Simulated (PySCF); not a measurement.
# SiCl3 (SMILES Cl[Si](Cl)Cl): levels of theory compared

Wanted: a comparison of 3 runs (UPBE0/STO-6G, ROCCSD(T)/STO-6G, UCCSD(T)/STO-6G) of SiCl3. Input form: a Python script.

The results are computed with PySCF 2.14.0.

2 further runs of the same task are left out: 2 set aside as unsound or not needed.

### Step 1. The system as given

SiCl3 has 4 atoms, charge 0, and is taken as a doublet. As SMILES, `Cl[Si](Cl)Cl`. The shape is that of a PBE0-D4/def2-TZVP optimisation.

Bond lengths: Cl1–Si2 2.043 Å, Si2–Cl3 2.043 Å, Si2–Cl4 2.043 Å. Angles: Cl1–Si2–Cl3 109.4°, Cl1–Si2–Cl4 109.4°, Cl3–Si2–Cl4 109.5°.

### Step 2. A single-point energy at UPBE0/STO-6G (run 1)

File start.xyz:

```xyz
4
Cl3Si
Cl    -1.524800    -0.591600     1.030100
Si     0.116100     0.389400     0.310600
Cl     1.694700    -0.903800     0.219000
Cl    -0.286000     1.105900    -1.559700
```

File calc.py:

```python
from pyscf import gto, dft

mol = gto.Mole()
mol.atom = 'start.xyz'
mol.basis = 'sto-6g'
mol.max_memory = 1860
mol.spin = 1
mol.verbose = 4
mol.build()

ks = dft.UKS(mol, xc='pbe0')
ks.grids.level = 5
ks.conv_tol = 1e-10
ks.kernel()
if not ks.converged:
    ks = ks.newton().run(ks.mo_coeff, ks.mo_occ)

energy = ks.e_tot
print('E = %.10f Eh' % energy)
```

On the command line:

```
$ OMP_NUM_THREADS=1 python calc.py
```

Log:

```text
PySCF version 2.14.0

[... 52 lines left out ...]
WARN: HOMO -0.208894189404948 >= LUMO -0.208894189404946
[... 34 lines left out ...]
converged SCF energy = -1663.85671325574  <S^2> = 0.75150448  2S+1 = 2.0015039
E = -1663.8567132557 Eh
```

It took 9.9 s on 1 thread of Arm Neoverse V1, shared host; peak memory 0.28 GiB.

### Step 3. A single-point energy at ROCCSD(T)/STO-6G (run 2)

File input.xyz:

```xyz
4

Cl    -1.524800    -0.591600     1.030100
Si     0.116100     0.389400     0.310600
Cl     1.694700    -0.903800     0.219000
Cl    -0.286000     1.105900    -1.559700
```

File job.py:

```python
from pyscf import gto, scf, cc

mol = gto.M(
    atom='input.xyz',
    spin=1,
    verbose=3,
    basis='sto-6g',
    max_memory=1860,
)

hf = scf.ROHF(mol)
hf.conv_tol = 1e-10
hf.kernel()
if not hf.converged:
    hf = hf.newton().run(hf.mo_coeff, hf.mo_occ)

mycc = cc.CCSD(hf, frozen=20)
mycc.kernel()
e_t = mycc.ccsd_t()
etot = mycc.e_tot + e_t
print('E(%s) = %.9f' % ('CCSD(T)', etot))
```

On the command line:

```
$ OMP_NUM_THREADS=1 python job.py
```

Log:

```text
converged SCF energy = -1661.96778012095

WARN: RCCSD method does not support ROHF method. ROHF object is converted to UHF object and UCCSD method is called.

E(UCCSD) = -1662.016521631349  E_corr = -0.04874151040079218
UCCSD(T) correction = -0.00178227072501034
E(CCSD(T)) = -1662.018303902
```

Run time: 2.3 s. Hardware: 1 thread of Arm Neoverse V1, shared host; peak memory 0.12 GiB.

### Step 4. The energy at UCCSD(T)/STO-6G (run 3)

File input.py:

```python
from pyscf import gto, cc

system = gto.Mole()
system.atom = '''
Cl    -2.881454    -1.117962     1.946607
Si     0.219397     0.735859     0.586949
Cl     3.202519    -1.707934     0.413850
Cl    -0.540462     2.089848    -2.947406
'''
system.spin = 1
system.unit = 'bohr'
system.verbose = 4
system.basis = 'sto-6g'
system.max_memory = 1860
system.build()

mf = system.UHF()
mf.conv_tol = 1e-10
mf.kernel()
if not mf.converged:
    mf = mf.newton().run(mf.mo_coeff, mf.mo_occ)

mycc = cc.CCSD(mf, frozen=20)
mycc.kernel()
e_t = mycc.ccsd_t()
etot = mycc.e_tot + e_t
print('E(%s) = %.9f' % ('CCSD(T)', etot))
```

On the command line:

```
$ OMP_NUM_THREADS=1 python input.py
```

Log:

```text
PySCF version 2.14.0

[... 84 lines left out ...]
converged SCF energy = -1661.96842513712  <S^2> = 0.75299831  2S+1 = 2.0029961
[... 12 lines left out ...]
Init t2, MP2 energy = -0.0377846994078133
[... 13 lines left out ...]
UCCSD converged
[... 2 lines left out ...]
E(CCSD(T)) = -1662.018311709
```

It took 2.3 s on 1 thread of Arm Neoverse V1, shared host; peak memory 0.12 GiB.

### Step 5. All runs side by side

| run | level | integration grid | frozen core orbitals | energy (Eh) | dipole moment (D) of the reference | HOMO energy (eV) | LUMO energy (eV) | wall time |
| --- | --- | --- | --- | --- | --- | --- | --- | --- |
| 1 | UPBE0/STO-6G | 5 | – | -1663.856713 | 1.95 | -5.57 | -2.05 | 9.9 s |
| 2 | ROCCSD(T)/STO-6G | – | 20 | -1662.018304 | 2.60 | – | – | 2.3 s |
| 3 | UCCSD(T)/STO-6G | – | 20 | -1662.018312 | 2.58 | -8.85 | 2.20 | 2.3 s |

### Step 6. What came out

```
                                                         quantity           value
                                              run 3: total energy  -1662.01831 Eh
                      run 3: dipole moment (Hartree–Fock density)          2.58 D
run 3: HOMO energy (Hartree–Fock orbitals) (highest over α and β)        -8.85 eV
 run 3: LUMO energy (Hartree–Fock orbitals) (lowest over α and β)         2.20 eV
              run 3: correlation energy (20 core orbitals frozen)       -49.9 mEh
                                            run 3: (T) correction       -1.78 mEh
                         run 3: ⟨S²⟩ of the reference determinant           0.753
                                             run 3: T1 diagnostic           0.009
```

In words: In runs 1, 2, 3 the basis is minimal, so the values are rough. All runs together took 14 s, the longest 9.9 s.
